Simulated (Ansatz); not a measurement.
**BBrHS radical: geometry optimisation**

Aim: relax BBrHS radical at this level.

Program: Ansatz 0.2.0. Level of theory: UKS r2SCAN-D4/def2-TZVP. These are calculated values, not measurements.

## Step 1: The system as given

SMILES `[S]BBr`, 4 atoms, charge 0, spin multiplicity 2.

Atoms are counted from 1 here; the program's logs count them from 0.

Bond lengths: S1–B2 1.747 Å, B2–Br3 1.937 Å, B2–H4 1.214 Å. Angles: S1–B2–Br3 117.4°, S1–B2–H4 123.1°, Br3–B2–H4 119.6°.

As a file:

```
S    -1.5898   -0.5833    0.2193
B    -0.0336    0.1366   -0.1161
Br    1.5117   -0.6350    0.7612
H     0.1116    1.0817   -0.8645
```

## Step 2: Relaxation

Contents of input.yaml:

```yaml
crystal:
  periodic: [false, false, false]
  atoms:
    - { symbol: S, position_ang: [-1.589771, -0.583261, 0.219317] }
    - { symbol: B, position_ang: [-0.033554, 0.136558, -0.116079] }
    - { symbol: Br, position_ang: [1.511693, -0.63497, 0.761231] }
    - { symbol: H, position_ang: [0.111633, 1.081672, -0.864469] }
magnetization:
  spin_polarized: true
  initial_magnetization: 1
basis:
  gaussian: { orbitals: def2-TZVP }
hamiltonian:
  xc: r2scan
  dispersion: d4
output:
  forces: true
relax:
  f_tol: 0.003
  max_steps: 120
```

Started as:

```bash
$ ansatz run input.yaml --threads 1 --pin off --max-ram 2560MiB --backend cpu --events-out ev --progress --plain --runs-dir out
```

Before running it: what results should come out? Wanted: energy gained; root mean square move; dipole moment.

**Answer**, as computed:

```
             quantity      value
        energy gained  0.0092 eV
root mean square move    0.022 Å
        dipole moment     0.62 D
```

What this shows: Bond lengths: S1–B2 1.740 Å, B2–Br3 1.924 Å, B2–H4 1.192 Å. Angles: S1–B2–Br3 119.1°, S1–B2–H4 121.7°, Br3–B2–H4 119.2°. No frequencies were computed here.
